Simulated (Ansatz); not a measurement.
# GaP: the cost of one run

Program: Ansatz 0.2.0. Level of theory: DFT r2SCAN, scalar-relativistic, plane waves, PAW. These are calculated values, not measurements.

1 further run of the same task is left out (set aside as unsound or not needed).

## (1) The starting structure

It takes space group F-43m (No. 216, cubic). Conventional cell: a = 5.451 Å, b = 5.451 Å, c = 5.451 Å, α = 90.00°, β = 90.00°, γ = 90.00°. Ga (site symmetry -43m) has 4 P at 2.36 Å as nearest neighbours. P (site symmetry -43m) has 4 Ga at 2.36 Å as nearest neighbours.

Coordinates:

```cif
data_structure
_symmetry_space_group_name_H-M 'F-43m'
_symmetry_Int_Tables_number 216
_cell_length_a 5.4505
_cell_length_b 5.4505
_cell_length_c 5.4505
_cell_angle_alpha 90.000
_cell_angle_beta 90.000
_cell_angle_gamma 90.000
_cell_volume 161.92
loop_
_atom_site_label
_atom_site_type_symbol
_atom_site_symmetry_multiplicity
_atom_site_Wyckoff_symbol
_atom_site_fract_x
_atom_site_fract_y
_atom_site_fract_z
_atom_site_occupancy
Ga1 Ga 4 a 0.00000 0.00000 0.00000 1
P1 P 4 c 0.25000 0.25000 0.25000 1
```

This cell was relaxed beforehand with the same method: volume 20.24 Å³/atom, gap on the mesh 1.89 eV.

## (2) The reference: the undisturbed cell on the scan's mesh

Input file input.yaml:

```yaml
crystal:
  lattice:
    - [0.0, 2.72525, 2.72525]
    - [2.72525, 0.0, 2.72525]
    - [2.72525, 2.72525, 0.0]
  atoms:
    - { symbol: Ga, position: [0.0, 0.0, 0.0] }
    - { symbol: P, position: [0.75, 0.75, 0.75] }
basis:
  ecutwfc: 500
kpoints:
  mp_grid: { grid: [8, 8, 8] }
hamiltonian:
  xc: r2scan
scf:
  occupations: { method: gaussian, width: 0.05 }
output:
  forces: true
  stress: true
  eigenvalues: true
  write_density: true
  write_potential: true
  elf: true
  volumetric_format: npy
```

Started as:

```bash
$ ansatz run input.yaml --threads 2 --pin off --max-ram 5120MiB --backend cpu --events-out ev --progress --plain --runs-dir out
```

**Question.** How long does this run take on 2 threads of Arm Neoverse V1, shared host, and how much memory does it need?

About 2.8 s, with a peak of 0.42 GiB.
